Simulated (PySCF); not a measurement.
**A diatomic session: ReO**

An exercise on one series of results from a longer session: the logs are not shown, and one member is left open.

Method: Re def2-TZVPP with ECP60, O def2-TZVPP, scalar-relativistic core potentials; program: PySCF 2.14.0.

The first run:

The job is set up so:

```yaml
atoms: Re, O
charge: 0
basis: Re def2-TZVPP with ECP60, O def2-TZVPP
Hamiltonian: scalar-relativistic core potentials
basis_functions: 87
electrons_treated: 23
masses_in_u: 186.9558, 15.9949
levels: PBE0, PBE, r²SCAN, BLYP, M06-2X, B2PLYP, M06-L, HSE06, HF, MP2, SCS-MP2
grid: 80 radial by 434 angular points
occupations: held fixed by the projection of orbital angular momentum
dissociation_limit: Re + O, each in its ground configuration
starting_distance_in_angstrom: 1.850
values_of_2S_to_try: 1, 3, 5, 7, 9
```

On the command line:

```bash
$ OMP_NUM_THREADS=1 python dia.py task.json out
```

Among the steps run: The job; PBE0 along the bond; Other states along the same grid; PBE (GGA); r²SCAN (meta-GGA); BLYP (GGA); M06-2X (hybrid meta-GGA); B2PLYP (double hybrid); M06-L; HSE06; ROHF (mean field).

One of the session's tables, all rows but one given; the rest of the session is left out.

Energy (eV) from each level's lowest point:

```
R (Å)   ROHF  ROHF-MP2  ROHF-SCS-MP2    PBE   BLYP
1.490  1.925     2.211         2.248  2.328  2.537
1.559  0.797     0.997         1.023  1.084  1.230
1.628  0.200     0.320         0.335  0.374  0.462
1.680  0.015     0.075         0.082  0.103  0.150
1.732  0.000     0.000         0.000  0.000  0.009
1.784      ?         ?             ?      ?      ?
1.853  0.422     0.287         0.271  0.210  0.139
1.940  0.954     0.754         0.721  0.598  0.477
2.044  1.685     1.497         1.426  1.195  1.020
2.182  2.604     2.679         2.515  2.065  1.834
```

**Question.** Estimate the row for R (Å) = 1.784.

Worked estimate for «ROHF». A straight line through the neighbours (1.732, 0.000) and (1.853, 0.422) gives 0.000 + (0.422 − 0.000) × (1.784 − 1.732) / (1.853 − 1.732) = 0.181; a parabola fitted to 4 rows on both sides gives 0.132.

The run gave: ROHF: 0.117; ROHF-MP2: 0.057; ROHF-SCS-MP2: 0.051; PBE: 0.027; BLYP: 0.000. In «ROHF» the line misses by +0.064 and the parabola by +0.015.

Limits of these values: The state is the lowest single determinant that the PBE0 search found; with open d or f shells the true ground state can be another one.
